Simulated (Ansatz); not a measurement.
# C2H2AlF: the cost of one run

Computed with Ansatz 0.2.0 through its Python package. Level of theory: MP2/cc-pVDZ.

### 1 Starting point

Bond lengths: F1–Al2 1.801 Å, Al2–C3 1.797 Å, Al2–C4 1.853 Å, C3–C4 1.359 Å, C3–H5 1.120 Å, C4–H6 1.113 Å. Angles: F1–Al2–C3 155.3°, F1–Al2–C4 161.0°, C3–Al2–C4 43.7°, Al2–C3–C4 70.3°, Al2–C3–H5 144.8°, C4–C3–H5 144.9°, Al2–C4–C3 66.0°, Al2–C4–H6 139.7°, C3–C4–H6 154.3°.

The script holds or builds the structure itself.

### 2 The code

spin.py reads:

```python
import ansatz as az
from ase import Atoms


def main() -> None:
    atoms = Atoms(["F", "Al", "C", "C", "H", "H"], positions=[
        (-1.7487, -1.8249, 1.2442),
        (-0.6525, -0.6445, 0.4384),
        (0.9362, 0.0215, -0.073),
        (-0.0636, 0.8175, -0.536),
        (2.0457, -0.1237, -0.0296),
        (-0.4751, 1.6901, -1.0902),
    ])
    molecule = az.Crystal.molecule_from_ase(atoms)

    setup = (
        molecule.calculation()
        .basis(gaussian="cc-pVDZ")
        .correlation("mp2")
    )
    found = {}
    for unpaired in [0, 2, 4]:
        r = setup.spin("collinear", total=unpaired).run().report
        s = unpaired / 2
        found[unpaired] = r["free_energy_ev"]
        print(f"2S+1 = {unpaired + 1}: E = {found[unpaired]:.5f} eV, <S^2> = {abs(r['mean_field']['state']['spin_squared']):.3f} (pure state {s * (s + 1):.2f})")
    lowest = min(found, key=found.get)
    for unpaired, e in found.items():
        print(f"multiplicity {unpaired + 1}: {96.485332 * (e - found[lowest]):.1f} kJ/mol above the lowest")


if __name__ == "__main__":
    main()
```

### 3 The calls as engine input

The package turns the script's settings into the engine's input (first run):

```yaml
crystal:
  periodic: [false, false, false]
  atoms:
    - { symbol: F, position_ang: [-1.7487, -1.8249, 1.2442] }
    - { symbol: Al, position_ang: [-0.6525, -0.6445, 0.4384] }
    - { symbol: C, position_ang: [0.9362, 0.0215, -0.073] }
    - { symbol: C, position_ang: [-0.0636, 0.8175, -0.536] }
    - { symbol: H, position_ang: [2.0457, -0.1237, -0.0296] }
    - { symbol: H, position_ang: [-0.4751, 1.6901, -1.0902] }
basis:
  gaussian:
    orbitals: cc-pVDZ
magnetization:
  spin_polarized: true
  initial_magnetization: 0.0
correlation:
  method: mp2
```

### 4 The run

Command:

```sh
$ python spin.py
```

What time and memory should one allow on 1 thread of Arm Neoverse V1, shared host?

About 7.2 s, with a peak of 0.21 GiB.
